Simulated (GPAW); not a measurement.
A run of GPAW 26.7.0 is set up as follows.

run.py

```python
from ase.dft.bandgap import bandgap
from ase.io import read, write
from ase.units import GPa
from gpaw import GPAW, PW, setup_paths

setup_paths.insert(0, '.')

atoms = read('MgC2.xyz')

calc = GPAW(mode=PW(800),
            xc='PBEsol',
            kpts={'size': (7, 7, 6), 'gamma': True},
            occupations={'name': 'improved-tetrahedron-method'},
            nbands=33,
            convergence={'density': 1e-05, 'energy': 1e-05},
            maxiter=150,
            txt='gpaw.txt')
atoms.calc = calc
energy = atoms.get_potential_energy()
forces = atoms.get_forces()
stress = atoms.get_stress()
calc.write('gs.gpw')
write('result.traj', atoms)
print(f'Energy: {energy:.6f} eV')
print('Forces (eV/A):')
print(forces.round(4))
print('Stress (GPa):', (stress / GPa).round(3))
print('Fermi level:', round(calc.get_fermi_level(), 4), 'eV')
print(f'Gap: {bandgap(calc)[0]:.4f} eV, direct: {bandgap(calc, direct=True)[0]:.4f} eV')
```

The input MgC2.xyz:

```xyz
6
Lattice="4.0027668699 0.0000000000 0.0000000000 0.0000000000 4.0027668699 0.0000000000 0.0000000000 0.0000000000 5.0527161180" Properties=species:S:1:pos:R:3 pbc="T T T"
Mg     0.0000000000      0.0000000000      2.5263580590
Mg     2.0013834350      2.0013834350      0.0000000000
C      1.5516925910      2.4510742789      2.5263580590
C      0.4496908440      0.4496908440      0.0000000000
C      2.4510742789      1.5516925910      2.5263580590
C      3.5530760259      3.5530760259      0.0000000000
```

Potentials or basis: PAW data sets generated in the run's folder for this functional, pw.

Launch:

```sh
$ gpaw-setup -f PBEsol C Mg
$ OMP_NUM_THREADS=1 python run.py
```

(1) Predict the largest force.

(2) Estimate the pressure.

(3) What does it give for the band gap on the k mesh?

## Answers

(1) 0.997 eV/Å.

(2) -6.4 GPa.

(3) 2.51 eV, indirect (least direct gap 2.88 eV).

Caveat: an odd mesh through Γ misses points on the zone boundary, where band edges often lie.
